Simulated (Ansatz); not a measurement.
# Cl₃H₃HfOSi: a ladder of functionals and wavefunction methods

The task here is to estimate one member of a computed series from the others.

Computed with Ansatz 0.2.0, Gaussian basis. Level: functionals in def2-TZVPP, the program's frozen cores in correlated methods.

Plan: LDA (SPW92), PBE-D4, revPBE-D4, BLYP-D4, r2SCAN-D4, B97M-V, PBE0-D4, B3LYP-D4, r2SCANh-D4, r2SCAN0-D4, HSE06-D4, BHLYP-D4, CAM-B3LYP-D4, LC-ωPBE, ωB97X-V, ωB97M-V, B2PLYP, PBE-QIDH; CCSD(T)/def2-SVP; CCSD(T)/def2-TZVPP; MP2/def2-QZVPP; extrapolation to the limit; RPA on PBE.

## Structure used throughout

An earlier PBE0-D4 in a triple-zeta def2 set relaxation fixed the geometry. Hf takes the def2 core potential; no spin-orbit term is included.

SMILES `[SiH3][O][Hf]([Cl])([Cl])[Cl]`, 9 atoms, charge 0, spin multiplicity 1.

Atoms are counted from 1 here; the program's logs count them from 0.

Bond lengths: Si1–O2 1.651 Å, Si1–H7 1.483 Å, Si1–H8 1.483 Å, Si1–H9 1.483 Å, O2–Hf3 1.899 Å, Hf3–Cl4 2.335 Å, Hf3–Cl5 2.335 Å, Hf3–Cl6 2.335 Å. Angles: O2–Si1–H7 108.8°, O2–Si1–H8 108.8°, O2–Si1–H9 108.8°, H7–Si1–H8 110.1°, H7–Si1–H9 110.1°, H8–Si1–H9 110.1°, Si1–O2–Hf3 179.9°, O2–Hf3–Cl4 108.4°, O2–Hf3–Cl5 108.4°, O2–Hf3–Cl6 108.4°, Cl4–Hf3–Cl5 110.5°, Cl4–Hf3–Cl6 110.5°, Cl5–Hf3–Cl6 110.5°.

The first run:

The input, in.yaml:

```yaml
crystal:
  periodic: [false, false, false]
  atoms:
    - {symbol: Si, position_ang: [-1.191686, -0.662898, -1.246859]}
    - {symbol: O, position_ang: [-0.127291, -0.068764, -0.133743]}
    - {symbol: Hf, position_ang: [1.097709, 0.611098, 1.148427]}
    - {symbol: Cl, position_ang: [2.169514, -1.192229, 2.172752]}
    - {symbol: Cl, position_ang: [2.647551, 1.963280, 0.044070]}
    - {symbol: Cl, position_ang: [-0.096151, 1.854414, 2.722870]}
    - {symbol: H, position_ang: [-2.571646, -0.470070, -0.739105]}
    - {symbol: H, position_ang: [-0.918342, -2.106780, -1.446344]}
    - {symbol: H, position_ang: [-1.009669, 0.071948, -2.522067]}
basis:
  gaussian: {orbitals: def2-TZVPP}
hamiltonian: {xc: lda}
output: {orbitals: {seedname: orbitals}}
```

Command:

```console
$ ansatz run in.yaml --threads 2 --pin off --events-out ev --progress --plain --max-ram 32768MiB --backend cuda --devices 0, --max-vram 18GiB
```

Among the steps run: LDA; PBE-D4 (GGA); revPBE-D4 (GGA); BLYP-D4 (GGA); r2SCAN-D4 (meta-GGA); B97M-V (meta-GGA); B3LYP-D4 (hybrid); r2SCANh-D4 (hybrid); r2SCAN0-D4 (hybrid); HSE06-D4 (hybrid); BHLYP-D4 (hybrid); CAM-B3LYP-D4 (range-separated); LC-ωPBE (range-separated); ωB97X-V (range-separated); ωB97M-V (range-separated); B2PLYP (double hybrid); PBE-QIDH (double hybrid).

One table of the session follows, with a row left open; its other results are not shown here.

It belongs to the step «Orbital energies across the functionals». 

| functional | HOMO (eV) | LUMO (eV) | gap (eV) |
| --- | --- | --- | --- |
| LDA (SPW92) | -8.09 | -2.61 | 5.48 |
| PBE-D4 | -7.97 | -2.36 | 5.62 |
| revPBE-D4 | -7.93 | -2.27 | 5.66 |
| BLYP-D4 | -7.84 | -2.21 | 5.63 |
| r2SCAN-D4 | -8.36 | -2.19 | 6.17 |
| B97M-V | -8.44 | -2.14 | 6.30 |
| PBE0-D4 | -9.39 | -1.53 | 7.86 |
| B3LYP-D4 | -9.12 | -1.73 | 7.39 |
| r2SCANh-D4 | -8.87 | -1.89 | 6.99 |
| r2SCAN0-D4 | -9.64 | -1.42 | 8.22 |
| HSE06-D4 | -8.99 | -1.91 | 7.08 |
| BHLYP-D4 | -10.65 | -0.52 | 10.12 |
| CAM-B3LYP-D4 | -10.75 | -0.41 | 10.33 |
| LC-ωPBE | -12.18 | 0.73 | 12.91 |
| ωB97X-V | -11.81 | 0.64 | 12.45 |
| ωB97M-V | ? | ? | ? |

**Question.** Estimate the row for ωB97M-V.

**Answer.** HOMO (eV): -11.64; LUMO (eV): 0.56; gap (eV): 12.20. In the column «HOMO (eV)» it lies between ωB97X-V (-11.81) and CAM-B3LYP-D4 (-10.75).
